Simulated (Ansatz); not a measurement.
# GePHCl (sextet): wave-function methods side by side, cc-pVDZ

An exercise on one series of results from a longer session: the logs are not shown, and one member is left open.

Method: cc-pVDZ, core rule «outside noble gas», up to 24 orbitals frozen; program: Ansatz 0.2.0, Gaussian basis.

To be run: UHF; CCSD(T) on ROHF; CCSD(T) on UHF; BCCD(T) on ROHF; CISD as a restricted active space (open shells left free, so some higher excitations enter); CCSDT(Q) on ROHF; CCSDT(Q) on UHF.

30 further runs of the same task are left out: 6 for a known fault of the program, 13 that didn't finish, 11 set aside as unsound or not needed. Runs told in other sessions of the task aren't counted.

## The system

The geometry is a PBE0/def2-TZVP stationary point (not a proven minimum) of the parent state, kept for this charge and spin. No spin-orbit coupling is included. The filled d shell of Ge may be among the frozen orbitals whatever the setting's name suggests.

4 atoms, charge 0, spin multiplicity 6.

Atoms are counted from 1 here; the program's logs count them from 0.

Bond lengths: Cl1–Ge2 2.178 Å, Ge2–P3 2.397 Å, P3–H4 1.428 Å. Angles: Cl1–Ge2–P3 108.9°, Ge2–P3–H4 97.2°.

Set-up of the first run:

in.yaml reads:

```yaml
crystal:
  periodic: [false, false, false]
  atoms:
    - {symbol: Cl, position_ang: [0.015099, -0.724902, 1.732758]}
    - {symbol: Ge, position_ang: [0.010213, 0.638031, 0.033528]}
    - {symbol: P, position_ang: [-0.084120, -0.645378, -1.988387]}
    - {symbol: H, position_ang: [1.317890, -0.651656, -2.261202]}
basis:
  gaussian: {orbitals: cc-pVDZ}
magnetization: {spin_polarized: true, initial_magnetization: 5}
hamiltonian: {xc: hf}
output: {orbitals: {seedname: orbitals}}
```

Command:

```sh
$ ansatz run in.yaml --threads 1 --pin off --events-out ev --progress --plain --max-ram 2393MiB
```

Among the steps run: UHF; CCSD(T) on ROHF; CCSD(T) on UHF; BCCD(T) on ROHF; CISD as a restricted active space (open shells left free, so some higher excitations enter); CCSDT(Q) on ROHF; CCSDT(Q) on UHF.

One of the session's tables, all rows but one given; the rest of the session is left out.

It belongs to the step «Misses and costs». 

| method | from UCCSDT(Q) (kcal/mol) |
| --- | --- |
| ROHF | +204.13 |
| UHF | +199.79 |
| RMP2 | ? |
| UMP2 | +33.04 |
| CISD | +28.12 |
| RCCSD | +7.69 |
| UCCSD | +7.13 |
| RCCSD(T) | +2.08 |
| UCCSD(T) | +1.65 |
| BCCD(T) | +1.99 |
| RCCSDT | +0.95 |
| UCCSDT | +0.54 |
| RCCSDT(Q) | +0.44 |
| UCCSDT(Q) | 0 |

Estimate the missing values for RMP2.

**Answer.** from UCCSDT(Q) (kcal/mol): +33.33. In the column «from UCCSDT(Q) (kcal/mol)» it lies between UMP2 (+33.04) and UHF (+199.79).

To keep in mind: Restricted and unrestricted rows rest on different reference determinants; a gap between their highest levels can come from leftover correlation error, from unlike frozen cores or from another state.
